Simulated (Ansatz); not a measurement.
# Co in Ansatz: notebook

Aim: see how the results for Co move with the level of theory and the settings. Levels: PBE, LDA. Tasks: relaxation of the atoms, single point.

Program: Ansatz 0.2.0. These are calculated values, not measurements. Logs are shortened: lines on timing, memory, paths and dates and some standing lists are left out, and cuts for length are marked.

**1. Starting point**

The cell holds a sheet with vacuum, 1 atom: a = 2.347 Å, b = 2.347 Å, c = 23.800 Å, α = 90.00°, β = 90.00°, γ = 120.00°.

The cell was built by a generator and needn't be a form met in nature.

**2. Relaxation of the atoms, PBE, collinear spin, ferromagnetic start**

Contents of input.yaml:

```yaml
crystal:
  lattice:
    - [2.34715, 0.0, 0.0]
    - [-1.17358, 2.03269, 0.0]
    - [0.0, 0.0, 23.8]
  atoms:
    - { symbol: Co, position: [0.0, 0.0, 0.29412], spin: 2.0 }
kpoints:
  mp_grid: { grid: [13, 13, 1] }
scf:
  occupations: { method: fermi_dirac, width: 0.05 }
hamiltonian:
  xc: pbe
  pseudopotentials: { kind: all_electron, lapw: { basis_error: 0.002 } }
magnetization:
  spin_polarized: true
output:
  forces: true
  stress: true
relax:
  f_tol: 0.02
  max_steps: 60
```

Potentials or basis: all-electron LAPW, scalar-relativistic.

On the command line:

```console
$ ansatz run input.yaml --threads 2 --pin off --max-ram 8192MiB --backend cpu --events-out ev --progress --plain --runs-dir out
```

What it wrote:

```text
Warning: RAYON_NUM_THREADS=2 ignored (pool sized by the plan → 2); use --threads N
The last accepted step is kept in <dir> (removed where the run ends without a failure and the disk answers)
LAPW: plane waves up to 9.603 Å⁻¹, error target 2.0e-3 eV per atom; small_component_spin mean_spin; Co in spheres of 1.138 Å, 17 of its electrons in bands, Dirac shells [] (how accurate: hamiltonian.pseudopotentials.lapw.basis_error, Limitations)
Engine: ansatz 0.2.0, x86_64-unknown-linux-gnu
Pseudopotentials: kind: all_electron
Pseudopotential: Co, LAPW, valence charge 17, lapw/all_electron/scalar/gaussian/Co, Koelling and Harmon's equation, gaussian nucleus
Functional definition: PBE
  parameter kappa = 0.804
  parameter beta = 0.06672455060314922
  exchange = pbe_x(kappa = kappa, mu = beta*pi^2/3)
  correlation = pbe_c(beta = beta)
Crystal: 1 atoms, lattice volume = 113.550 Å³
Basis set: ecut = 351.3311150272585 eV, 1765 PW (Γ), exchange–correlation at level 2
Bands: 14, of which v1, the nominal top of the filled ones, is band 9 counted from 1 (8 counted from 0)
Symmetry: 24 space group operations
Space group: P6/mmm (ITA 191), of the structure as read, at distance tolerance 4.8e-5 Å
Magnetic group: BNS 191.233 (UNI 1463), of the structure as read, at distance tolerance 4.8e-5 Å
k-points: 21 of 169
Non-local potential: Co, projectors of the file, none
Initial density: superposition of atomic densities (neutral atoms: chi_scale 0, normalization atom)
Starting moments: Σ|m| = 2 μB on 1 of 1 site
Initial wavefunctions: plane waves of lowest kinetic energy (no species holds an atomic orbital)
Functional: x = pbe(κ = 0.804, μ = 0.2195149727645171), c = pbe(β = 0.06672455060314922)
iter 1 solved again at ethr=5.51e-3 eV; its pass at ethr=1.00e-1 eV (dr2=9.37e-1 eV) is discarded
SCF iter   1: F=—  HF=-37916.469128 eV  |F-HF|=—  |Δ(HF+E_count)|=         —  Δρ=1.23e-2 (↑5.39e-3 ↓1.23e-2)  dr2=9.37e-1  dr2_m=2.27e-2  M=1.824 μB ∫|m|=1.854 μB  β_m=0.30  ethr=5.51e-3  ⟨swp⟩=2.5  Hψ=3988  notcnv=0
Mixer restart at iter 1: flushing history
preconditioner: auto → LDOS  [metal: Δε(μ)=0.052 eV  Ē_g=10.140 eV  σ=0.050 eV  W_gap=0.24  n_scr=14 (ndim 8)  ℏωp=10.5 eV  f_vac=0.799  D(μ)=2.02/eV (n_scr^D=12)]
spin=Collinear: LDOS preconditioning applied to the charge; magnetization (m = ρ↑ − ρ↓) channel mixes plain (no charge-response kernel on spin).
SCF iter   2: F=—  HF=-37916.323573 eV  |F-HF|=—  |Δ(HF+E_count)|=   1.46e-1  Δρ=9.02e-3 (↑4.31e-3 ↓9.02e-3)  dr2=5.51e-1  dr2_m=1.32e-2  M=1.788 μB ∫|m|=1.847 μB  β_m=0.65  ethr=5.51e-3  ⟨swp⟩=2.0  Hψ=1721  notcnv=0
iter 3 solved again at ethr=4.54e-5 eV; its pass at ethr=3.24e-3 eV (dr2=7.72e-3 eV) is discarded
SCF iter   3: F=—  HF=-37916.164156 eV  |F-HF|=—  |Δ(HF+E_count)|=   1.59e-1  Δρ=1.53e-3 (↑1.53e-3 ↓1.40e-3)  dr2=7.54e-3  dr2_m=3.43e-4  M=1.715 μB ∫|m|=1.891 μB  β_m=0.77  ethr=4.54e-5  ⟨swp⟩=2.5  Hψ=3190  notcnv=0  defer=4
SCF iter   4: F=—  HF=-37916.173137 eV  |F-HF|=—  |Δ(HF+E_count)|=         —  Δρ=7.37e-4 (↑7.37e-4 ↓4.41e-4)  dr2=1.11e-3  dr2_m=2.27e-4  M=1.722 μB ∫|m|=1.926 μB  β_m=0.77  ethr=4.43e-5  ⟨swp⟩=3.0  Hψ=1766  notcnv=0
the basis was enlarged: its passes take 134.0 KiB over the memory plan, 2 of 2 planned eigensolver slots
SCF iter   5: F=—  HF=-37916.174121 eV  |F-HF|=—  |Δ(HF+E_count)|=   9.83e-4  Δρ=3.50e-4 (↑3.50e-4 ↓2.70e-4)  dr2=1.74e-4  dr2_m=6.44e-5  M=1.722 μB ∫|m|=1.935 μB  β_m=0.89  ethr=6.53e-6  ⟨swp⟩=2.6  Hψ=1657  notcnv=0
SCF iter   6: F=—  HF=-37916.174786 eV  |F-HF|=—  |Δ(HF+E_count)|=   6.66e-4  Δρ=7.37e-5 (↑3.25e-5 ↓7.37e-5)  dr2=7.73e-6  dr2_m=1.06e-6  M=1.722 μB ∫|m|=1.945 μB  β_m=0.72  ethr=1.02e-6  ⟨swp⟩=3.0  Hψ=1759  notcnv=0
SCF iter   7: F=—  HF=-37916.174660 eV  |F-HF|=—  |Δ(HF+E_count)|=   1.26e-4  Δρ=4.67e-5 (↑2.39e-5 ↓4.67e-5)  dr2=3.15e-6  dr2_m=6.73e-7  M=1.722 μB ∫|m|=1.945 μB  β_m=0.86  ethr=4.54e-8  ⟨swp⟩=3.0  Hψ=1780  notcnv=0  defer=1
SCF iter   8: F=—  HF=-37916.174682 eV  |F-HF|=—  |Δ(HF+E_count)|=   2.15e-5  Δρ=7.02e-6 (↑2.68e-6 ↓7.02e-6)  dr2=2.52e-7  dr2_m=9.46e-9  M=1.722 μB ∫|m|=1.945 μB  β_m=0.87  ethr=1.85e-8  ⟨swp⟩=3.0  Hψ=1754  notcnv=0
SCF iter   9: F=—  HF=-37916.174682 eV  |F-HF|=—  |Δ(HF+E_count)|=   2.98e-8  Δρ=1.41e-6 (↑1.41e-6 ↓1.26e-6)  dr2=1.29e-8  dr2_m=9.42e-10  M=1.722 μB ∫|m|=1.946 μB  β_m=0.92  ethr=1.48e-9  ⟨swp⟩=2.9  Hψ=1608  notcnv=0
SCF iter  10: F=-37916.174682 eV  HF=-37916.174682 eV  |F-HF|=1.71e-8  |Δ(HF+E_count)|=   2.05e-8  Δρ=5.51e-7 (↑4.91e-7 ↓5.51e-7)  dr2=5.91e-9  dr2_m=9.06e-11  M=1.722 μB ∫|m|=1.946 μB  ethr=7.59e-11  ⟨swp⟩=2.3  Hψ=1534  notcnv=0
SCF 1 converged in 10 iterations: F = -37916.174682 eV  dr2 = 5.91e-9
relax step   1: F+E_penalty+E_count = -37916.17468179 eV  Δ(F+E_penalty+E_count) = +0.000e0 eV  max|allowed force component| = 0.000e0 eV/Å  Δτ_max = 0.0000 Å  (10 SCF iters, accepted)
SCF converged after 10 iterations
Magnetization: 1.7217 μB (9.3609 up, 7.6391 down)
Absolute magnetization: 1.9455 μB (∫|ρ↑−ρ↓|)
Spin contamination: 0.0562 ħ² per cell (⟨S²⟩ above its minimum at these occupations)
Per-site moments (μB) at R_I (Å): [(1.81545640196107, 1.1383673055981465)]
Free energy (F): -37916.174682 eV
Harris-Foulkes:  -37916.174682 eV  (|F-HF|=1.71e-8)
Internal energy: -37916.160611 eV  (E = F + TS)
E sigma→0 (E₀):  -37916.167646 eV
Entropy (-TS):   -0.014071 eV (-14.071 meV/atom)
Fermi energy:    -2.797620 eV
--- Per-component energies (eV) ---
  E_band       = -607.292890
  E_kinetic    = 38480.382558
  E_xc         = -1623.343656
  E_electrostatic = -74773.199513  (all electrons and nuclei)
  E_smearing   = -0.014071  (= −TS)
  E_closure    = 0.000000  (closes the sum)
  E_atoms      = -37909.289263  (free atoms, spherical and without spin; not in F)
  Σ components = -37916.174682   (vs F -37916.174682, Δ=0.00e0)
  Basis errors (estimates in eV, not in F): energy 9.0e-4 per atom: plane waves 8.3e-4 (5.2e-4 summed), levels above the bands 1.9e-48, relativity 5.4e-8, radial functions 7.2e-5, core shells 1.7e-8; eigenvalues (radial functions only) 8.3e-7; not estimated: angular momenta, meshes, grids; target (lapw.basis_error) 2.0e-3; muffin-tin radii Co 1.138 Å
--- Forces (eV/Å), atoms counted from 1 ---
  atom   1  Co     0.00000000     0.00000000     0.00000000
  max |Σ_I F_I| component: 1.97e-31 eV/Å
--- Stress (GPa, compression-positive) ---
       -0.139602       0.000000       0.000000
        0.000000      -0.139602      -0.000000
        0.000000      -0.000000       0.000047
  P = ⅓ Tr σ = -0.0931 GPa (-0.931 kbar)
--- Relaxed structure (1 steps of the walk, 1 accepted, 0 SCFs on fresh bases) ---
  F+E_penalty+E_count = -37916.17468179 eV   max|allowed force component| = 0.000e0 eV/Å
  atoms:
    - { symbol: Co, position: [0.0, 0.0, 0.29412] }
```

Run time: 10 s. Hardware: 2 threads of AMD EPYC 7R43 (Zen 3), shared host; peak memory 0.57 GiB.

What came out:

| Property | Result |
| --- | --- |
| Free energy | -37916.1747 eV |
| Net moment | 1.72 μB per cell |
| Absolute moment | 1.95 μB per cell |
| Site moments | Co +1.82 μB |

Stress tensor (GPa, compression positive):
```
-0.14  0.00  0.00
 0.00 -0.14  0.00
 0.00  0.00  0.00
```

Final structure:
```
CELL_PARAMETERS angstrom
2.34715 0.00000 0.00000
-1.17358 2.03269 0.00000
0.00000 0.00000 23.80000
ATOMIC_POSITIONS crystal
Co 0.00000 0.00000 0.29412
```

Caveat: the relaxation stopped at its first step, so nothing moved.

**3. Single point, PBE, collinear spin, ferromagnetic start**

input.yaml, as its differences from that of step 2:

```diff
@@ -19,4 +19,2 @@
   stress: true
-relax:
-  f_tol: 0.02
-  max_steps: 60
+  eigenvalues: true
```

Potentials or basis: all-electron LAPW, scalar-relativistic.

On the command line:

```console
$ ansatz run input.yaml --threads 2 --pin off --max-ram 8192MiB --backend cpu --events-out ev --progress --plain --runs-dir out
```

It took 16 s on 2 threads of AMD EPYC 7R43 (Zen 3), shared host; peak memory 0.46 GiB.

It converged, with:

| Item | Value |
| --- | --- |
| Free energy | -37916.1748 eV |
| Band gap on the k mesh | none (metal or under the smearing width) |
| Net moment | 1.72 μB per cell |
| Absolute moment | 1.95 μB per cell |
| Site moments | Co +1.81 μB |
| Work function | 5.19 eV |

Stress tensor (GPa, compression positive):
```
-0.14  0.00  0.00
 0.00 -0.14  0.00
 0.00  0.00  0.00
```

Levels at points of the mesh, in eV from the Fermi level:
Spin up:
```
           k point  band 7  band 8  band 9  band 10  band 11  band 12
(0.00, 0.00, 0.00)   -2.46   -2.46   -1.19    -1.19     0.25     4.78
```
Spin down:
| k point | band 6 | band 7 | band 8 | band 9 | band 10 | band 11 |
| --- | --- | --- | --- | --- | --- | --- |
| (0.00, 0.00, 0.00) | -1.44 | -0.87 | -0.87 | 0.18 | 0.98 | 0.98 |

**4. Single point, LDA, collinear spin, ferromagnetic start**

input.yaml, as its differences from that of step 3:

```diff
@@ -12,3 +12,3 @@
 hamiltonian:
-  xc: pbe
+  xc: lda
   pseudopotentials: { kind: all_electron, lapw: { basis_error: 0.002 } }
```

On the command line:

```console
$ ansatz run input.yaml --threads 2 --pin off --max-ram 8192MiB --backend cpu --events-out ev --progress --plain --runs-dir out
```

It took 15 s on 2 threads of AMD EPYC 7R43 (Zen 3), shared host; peak memory 0.51 GiB.

It converged, with:

```
Free energy            : -37852.5555 eV
Band gap on the k mesh : none (metal or under the smearing width)
Net moment             : 1.70 μB per cell
Absolute moment        : 1.85 μB per cell
Site moments           : Co +1.76 μB
Work function          : 5.55 eV
```

Stress tensor (GPa, compression positive):
```
-2.08  0.00  0.00
 0.00 -2.08  0.00
 0.00  0.00  0.00
```

Levels at points of the mesh, in eV from the Fermi level:
Spin up:
```
           k point  band 5  band 6  band 7  band 8  band 9  band 10  band 11  band 12  band 13  band 14
(0.00, 0.00, 0.00)   -6.47   -2.77   -2.37   -2.37   -1.00    -1.00     0.28     5.03     5.57     5.71
```
Spin down:
```
           k point  band 5  band 6  band 7  band 8  band 9  band 10  band 11  band 12
(0.00, 0.00, 0.00)   -6.09   -1.43   -0.88   -0.88    0.34     0.93     0.93     5.06
```

**5. For comparison**

An earlier run on the cell as given: functional PBE; potentials or basis all-electron LAPW, scalar-relativistic; cutoff 353 eV (chosen from the basis error); basis error allowed 0.001 eV/atom; k mesh 13 × 13 × 1; occupations fermi-dirac, width 0.05 eV; collinear spin, ferromagnetic start; starting moments [2.0] μB.

- Band gap on the k mesh: none (metal or under the smearing width)
- Net moment: 1.72 μB per cell
- Absolute moment: 1.95 μB per cell
- Site moments: Co +1.81 μB
- Work function: 5.19 eV

**6. Overview**

```tsv
task	level	cell	cutoff (eV)	basis error allowed	gap on the mesh (eV)	moment (μB)	work function (eV)
relaxation of the atoms	PBE	atoms relaxed	-	0.002 eV/atom	-	1.72	-
single point	PBE	as given	327	0.002 eV/atom	none	1.72	5.19
single point	LDA	as given	327	0.002 eV/atom	none	1.70	5.55
single point	PBE	as given	353	0.001 eV/atom	none	1.72	5.19
```

Alike in all rows: potentials or basis all-electron LAPW, scalar-relativistic; spin collinear, ferromagnetic start; k mesh 13 × 13 × 1; smearing fermi-dirac 0.05 eV.

Every run on the cell as given and a fine mesh finds a metal.

Caveats: the relaxation stopped at its first step, so nothing moved (some runs).

Compare energies only between runs with the same functional and basis.
